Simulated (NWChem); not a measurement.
# the pair C2H5N···SiH3F, step by step

Wanted: a single-point energy (singlet C2H8FNSi, SVWN5/pcseg-1), then the energy (singlet C2H5N, SVWN5/pcseg-1), then the energy (singlet SiH3F, SVWN5/pcseg-1), then a single-point energy (singlet C2H5N, SVWN5/pcseg-1), then the energy (singlet SiH3F, SVWN5/pcseg-1) of C2H8FNSi and its partners. 

Program for the calculation: NWChem 7.3.0.

## 1. Starting point

C2H8FNSi has 13 atoms, charge 0, and is taken as a singlet. The two molecules were placed rigidly side by side, at 1.1 times their contact distance; the pair isn't optimised.

Bond lengths: C1–N2 1.257 Å, N2–C3 1.439 Å, F9–Si10 1.600 Å, C1–H4 1.100 Å, C1–H5 1.090 Å, C3–H6 1.100 Å, C3–H7 1.093 Å, C3–H8 1.093 Å, Si10–H11 1.482 Å, Si10–H12 1.482 Å, Si10–H13 1.482 Å. Some angles: C1–N2–C3 117.9°, N2–C1–H4 123.2°, N2–C1–H5 119.4°, N2–C3–H6 113.7°, N2–C3–H7 109.0°, N2–C3–H8 109.1°, F9–Si10–H11 108.3°, F9–Si10–H12 108.3°, F9–Si10–H13 108.3°, H4–C1–H5 117.3°.

## 2. The energy at SVWN5/pcseg-1 (run 1)

The input, mol.nw:

```
start mol
title "C2H8FNSi"
memory stack 880 mb heap 220 mb global 1100 mb

geometry units angstrom noautosym nocenter noautoz
 C    -0.710300    0.748590   -0.789300
 N     0.446000    0.313390   -0.558400
 C     0.623700   -0.564010    0.568100
 H    -1.585200    0.492190   -0.173900
 H    -0.872600    1.413790   -1.636900
 H    -0.302900   -0.759210    1.127700
 H     1.036200   -1.514110    0.218000
 H     1.365100   -0.130610    1.244700
 F    -0.299020   -4.401310   -2.700150
 Si   -0.071380   -3.066850   -3.552910
 H     1.193710   -3.208600   -4.311240
 H     0.008800   -1.922570   -2.615090
 H    -1.217580   -2.903450   -4.477480
end

basis spherical bse
 * library pcseg-1
end

dft
 xc slater vwn_5
 grid fine
 convergence energy 1e-08
 maxiter 100
 mulliken
 noprint "final vectors analysis"
end

task dft energy
```

Launch:

```bash
nwchem mol.nw > mol.out
```

What it wrote:

```text
[...]
          Wavefunction type:  closed shell.
          No. of atoms     :    13
          No. of electrons :    50
[...]
          Charge           :     0
          Spin multiplicity:     1
[...]
          AO basis - number of functions:   114
[...]
              XC Information
              --------------
                        Slater Exchange Functional  1.000 local
                      VWN V Correlation Functional  1.000 local
[...]
 d= 0,ls=0.0,diis     1   -521.9404853081 -7.25D+02  1.55D-02  1.14D+00     3.6
[...]
 d= 0,ls=0.0,diis    12   -522.0362257166 -8.33D-10  1.36D-07  3.66D-10    27.8
         Total DFT energy =     -522.036225716571
      One electron energy =    -1124.869619187107
           Coulomb energy =      449.030071312503
    Exchange-Corr. energy =      -48.989640663993
 Nuclear repulsion energy =      202.792962822027
[...]
      Total Density - Mulliken Population Analysis
     ---------------------------------------------
    Atom       Charge   Shell Charges
 -----------   ------   -------------------------------------------------------
    1 C    6     6.10   1.99  0.75  0.43  2.11  0.78  0.05
    2 N    7     7.33   1.99  0.85  0.76  2.41  1.28  0.04
    3 C    6     6.19   1.99  0.73  0.37  2.19  0.87  0.04
    4 H    1     0.91   0.74  0.15  0.02
    5 H    1     0.86   0.74  0.11  0.02
    6 H    1     0.90   0.74  0.15  0.02
    7 H    1     0.85   0.73  0.11  0.02
    8 H    1     0.85   0.73  0.11  0.02
    9 F    9     9.36   1.99  0.93  1.00  3.43  2.00  0.01
   10 Si  14    13.44   2.00  1.98  1.00  0.23  5.98  1.94  0.09  0.22
[...]
```

Wall time 29 s (1 thread of Intel Xeon Platinum 8259CL at 2.50GHz (Skylake/Cascade Lake), shared host); peak memory 0.12 GiB.

## 3. C2H5N: the energy at SVWN5/pcseg-1 (run 2)

The input, input.nw:

```
echo
start input
title "C2H5N"
memory stack 880 mb heap 220 mb global 1100 mb
geometry units angstrom noautosym nocenter noautoz
C     -0.710300     0.748590    -0.789300
N      0.446000     0.313390    -0.558400
C      0.623700    -0.564010     0.568100
H     -1.585200     0.492190    -0.173900
H     -0.872600     1.413790    -1.636900
H     -0.302900    -0.759210     1.127700
H      1.036200    -1.514110     0.218000
H      1.365100    -0.130610     1.244700
end
basis spherical bse
* library pcseg-1
end
dft
xc slater vwn_5
grid fine
convergence energy 1e-08
maxiter 100
mulliken
noprint "final vectors analysis"
end
task dft energy
```

Launch:

```bash
nwchem input.nw > input.out
```

What it wrote:

```text
[...]
          Wavefunction type:  closed shell.
          No. of atoms     :     8
          No. of electrons :    24
[...]
          Charge           :     0
          Spin multiplicity:     1
[...]
          AO basis - number of functions:    67
[...]
              XC Information
              --------------
                        Slater Exchange Functional  1.000 local
                      VWN V Correlation Functional  1.000 local
[...]
 d= 0,ls=0.0,diis     1   -132.6678194561 -2.05D+02  1.64D-02  5.21D-01     1.1
[...]
 d= 0,ls=0.0,diis    11   -132.7119736211 -5.20D-09  3.14D-07  1.10D-09     7.1
         Total DFT energy =     -132.711973621116
      One electron energy =     -322.807429826350
           Coulomb energy =      135.923592406933
    Exchange-Corr. energy =      -18.341395755392
 Nuclear repulsion energy =       72.513259553693
[...]
      Total Density - Mulliken Population Analysis
     ---------------------------------------------
    Atom       Charge   Shell Charges
 -----------   ------   -------------------------------------------------------
    1 C    6     6.10   1.99  0.75  0.43  2.11  0.78  0.05
    2 N    7     7.33   1.99  0.85  0.76  2.41  1.28  0.04
    3 C    6     6.19   1.99  0.73  0.37  2.19  0.87  0.04
    4 H    1     0.91   0.74  0.15  0.02
    5 H    1     0.86   0.74  0.11  0.02
    6 H    1     0.90   0.74  0.15  0.02
    7 H    1     0.85   0.73  0.11  0.02
    8 H    1     0.85   0.73  0.11  0.02
[...]
```

It took 7.8 s on 1 thread of Intel Xeon Platinum 8259CL at 2.50GHz (Skylake/Cascade Lake), shared host; peak memory 0.11 GiB.

## 4. SiH3F: a single-point energy at SVWN5/pcseg-1 (run 3)

The input, test.nw:

```
start test
memory 2200 mb

geometry units angstroms noautosym nocenter noautoz
F     -0.299020    -4.401310    -2.700150
Si    -0.071380    -3.066850    -3.552910
H      1.193710    -3.208600    -4.311240
H      0.008800    -1.922570    -2.615090
H     -1.217580    -2.903450    -4.477480
end

basis "ao basis" spherical bse
* library pcseg-1
end

dft
xc slater vwn_5
grid fine
convergence energy 1e-08
maxiter 100
mulliken
print low
end

task dft energy
```

Launch:

```bash
nwchem test.nw > test.out
```

What it wrote:

```text
[...]
 d= 0,ls=0.0,diis     1   -389.2699792819 -4.52D+02  2.97D-02  6.18D-01     0.8
[...]
 d= 0,ls=0.0,diis     8   -389.3219966903  2.61D-09  2.31D-06  4.70D-08     3.3
         Total DFT energy =     -389.321996690272
      One electron energy =     -667.574531689261
           Coulomb energy =      245.857012900879
    Exchange-Corr. energy =      -30.647320418272
 Nuclear repulsion energy =       63.042842516382
[...]
      Total Density - Mulliken Population Analysis
     ---------------------------------------------
    Atom       Charge   Shell Charges
 -----------   ------   -------------------------------------------------------
    1 F    9     9.36   1.99  0.93  1.00  3.43  2.00  0.01
    2 Si  14    13.44   2.00  1.98  1.00  0.23  5.98  1.94  0.09  0.22
    3 H    1     1.07   0.73  0.33  0.01
    4 H    1     1.07   0.73  0.33  0.01
    5 H    1     1.07   0.73  0.33  0.01
[...]
```

It took 4.2 s on 1 thread of Intel Xeon Platinum 8259CL at 2.50GHz (Skylake/Cascade Lake), shared host; peak memory 0.11 GiB.

## 5. C2H5N among ghost functions: the energy at SVWN5/pcseg-1 (with ghost functions) (run 4)

The input, a.nw:

```
echo
start a
memory 2200 mb

geometry noautosym nocenter noautoz
C       -0.710300       0.748590      -0.789300
N        0.446000       0.313390      -0.558400
C        0.623700      -0.564010       0.568100
H       -1.585200       0.492190      -0.173900
H       -0.872600       1.413790      -1.636900
H       -0.302900      -0.759210       1.127700
H        1.036200      -1.514110       0.218000
H        1.365100      -0.130610       1.244700
bqF     -0.299020    -4.401310    -2.700150
bqSi    -0.071380    -3.066850    -3.552910
bqH      1.193710    -3.208600    -4.311240
bqH      0.008800    -1.922570    -2.615090
bqH     -1.217580    -2.903450    -4.477480
end

basis spherical bse
C library pcseg-1
N library pcseg-1
H library pcseg-1
bqF library F pcseg-1
bqSi library Si pcseg-1
bqH library H pcseg-1
end

dft
xc slater vwn_5
grid fine
convergence energy 1e-08
maxiter 100
mulliken
noprint "final vectors analysis"
end

task dft energy
```

Launch:

```bash
nwchem a.nw > a.out
```

What it wrote:

```text
[...]
          Wavefunction type:  closed shell.
          No. of atoms     :    13
          No. of electrons :    24
[...]
          Charge           :     0
          Spin multiplicity:     1
[...]
          AO basis - number of functions:   114
[...]
              XC Information
              --------------
                        Slater Exchange Functional  1.000 local
                      VWN V Correlation Functional  1.000 local
[...]
 d= 0,ls=0.0,diis     1   -132.6681310505 -2.05D+02  9.62D-03  5.21D-01     3.2
[...]
 d= 0,ls=0.0,diis    11   -132.7123442972 -4.95D-09  1.80D-07  1.04D-09    23.0
         Total DFT energy =     -132.712344297213
      One electron energy =     -322.799527161579
           Coulomb energy =      135.914363726367
    Exchange-Corr. energy =      -18.340440415693
 Nuclear repulsion energy =       72.513259553693
[...]
      Total Density - Mulliken Population Analysis
     ---------------------------------------------
    Atom       Charge   Shell Charges
 -----------   ------   -------------------------------------------------------
    1 C    6     6.10   1.99  0.75  0.43  2.11  0.78  0.05
    2 N    7     7.33   1.99  0.85  0.77  2.41  1.28  0.04
    3 C    6     6.19   1.99  0.73  0.37  2.19  0.87  0.04
    4 H    1     0.91   0.74  0.15  0.02
    5 H    1     0.86   0.74  0.11  0.02
    6 H    1     0.90   0.74  0.15  0.02
    7 H    1     0.85   0.73  0.10  0.02
    8 H    1     0.85   0.73  0.11  0.02
    9 X    0    -0.00   0.00  0.00 -0.00 -0.00 -0.00 -0.00
   10 X    0     0.00   0.00  0.00 -0.00  0.00 -0.00 -0.00  0.00 -0.00
[...]
```

Run time: 24 s. Hardware: 1 thread of Intel Xeon Platinum 8259CL at 2.50GHz (Skylake/Cascade Lake), shared host; peak memory 0.12 GiB.

## 6. SiH3F among ghost functions: the energy at SVWN5/pcseg-1 (with ghost functions) (run 5)

The input, fh3si.nw:

```
start fh3si
title "FH3Si SVWN5"
memory stack 880 mb heap 220 mb global 1100 mb

geometry units angstroms noautosym nocenter noautoz
  F       -0.299020      -4.401310      -2.700150
  Si      -0.071380      -3.066850      -3.552910
  H        1.193710      -3.208600      -4.311240
  H        0.008800      -1.922570      -2.615090
  H       -1.217580      -2.903450      -4.477480
  bqC     -0.710300     0.748590    -0.789300
  bqN      0.446000     0.313390    -0.558400
  bqC      0.623700    -0.564010     0.568100
  bqH     -1.585200     0.492190    -0.173900
  bqH     -0.872600     1.413790    -1.636900
  bqH     -0.302900    -0.759210     1.127700
  bqH      1.036200    -1.514110     0.218000
  bqH      1.365100    -0.130610     1.244700
end

basis spherical bse
  F library pcseg-1
  Si library pcseg-1
  H library pcseg-1
  bqC library C pcseg-1
  bqN library N pcseg-1
  bqH library H pcseg-1
end

dft
  xc slater vwn_5
  grid fine
  convergence energy 1e-08
  maxiter 100
  mulliken
  print low
end

task dft energy
```

Launch:

```bash
nwchem fh3si.nw > fh3si.out
```

What it wrote:

```text
[...]
 d= 0,ls=0.0,diis     1   -389.2700607344 -4.52D+02  1.23D-02  6.19D-01     3.1
[...]
 d= 0,ls=0.0,diis     8   -389.3220944914  2.64D-09  9.58D-07  4.74D-08    16.1
         Total DFT energy =     -389.322094491397
      One electron energy =     -667.572386903742
           Coulomb energy =      245.854486006227
    Exchange-Corr. energy =      -30.647036110264
 Nuclear repulsion energy =       63.042842516382
[...]
      Total Density - Mulliken Population Analysis
     ---------------------------------------------
    Atom       Charge   Shell Charges
 -----------   ------   -------------------------------------------------------
    1 F    9     9.36   1.99  0.93  1.00  3.43  2.00  0.01
    2 Si  14    13.44   2.00  1.98  1.00  0.23  5.98  1.94  0.08  0.22
    3 H    1     1.07   0.73  0.33  0.01
    4 H    1     1.07   0.73  0.33  0.01
    5 H    1     1.07   0.73  0.33  0.01
    6 X    0     0.00   0.00  0.00 -0.00 -0.00  0.00 -0.00
    7 X    0    -0.00   0.00  0.00 -0.00  0.00 -0.00 -0.00
    8 X    0    -0.00   0.00  0.00 -0.00  0.00 -0.00 -0.00
    9 X    0     0.00  -0.00  0.00 -0.00
   10 X    0     0.00  -0.00  0.00 -0.00
[...]
```

Wall time 17 s (1 thread of Intel Xeon Platinum 8259CL at 2.50GHz (Skylake/Cascade Lake), shared host); peak memory 0.12 GiB.

## 7. Results

```
                                                                                                                  quantity          value
                                                                                        run 1, SVWN5/pcseg-1: total energy  -522.03623 Eh
                                                                                       run 1, SVWN5/pcseg-1: dipole moment         1.26 D
                                                                                                       C2H5N: total energy  -132.71197 Eh
                                                                                                      C2H5N: dipole moment         1.44 D
                                                                                                       SiH3F: total energy  -389.32200 Eh
                                                                                 C2H5N among ghost functions: total energy  -132.71234 Eh
                                                                                C2H5N among ghost functions: dipole moment         1.45 D
                                                                                 SiH3F among ghost functions: total energy  -389.32209 Eh
              interaction energy of the rigid parts C2H5N and SiH3F (parts in their own basis; closest atoms 3.04 Å apart)      -0.061 eV
interaction energy of the rigid parts C2H5N and SiH3F (parts in the whole basis, counterpoise; closest atoms 3.04 Å apart)      -0.049 eV
```

**Reading.** The interaction energy of the rigid parts C2H5N and SiH3F (parts in their own basis; closest atoms 3.04 Å apart) is −0.06 eV (−5.9 kJ/mol): the parts attract. Without counterpoise this holds the superposition error of the basis. The interaction energy of the rigid parts C2H5N and SiH3F (parts in the whole basis, counterpoise; closest atoms 3.04 Å apart) is −0.05 eV (−4.7 kJ/mol): the parts attract. The basis-set superposition error is 1.2 kJ/mol. Mulliken charges (run 1, SVWN5/pcseg-1) run from -0.36 on F9 to +0.56 on Si10; they depend strongly on the basis. Mulliken charges (C2H5N) run from -0.33 on N2 to +0.15 on H7. Mulliken charges (SiH3F) run from -0.36 on F1 to +0.56 on Si2; they depend strongly on the basis.
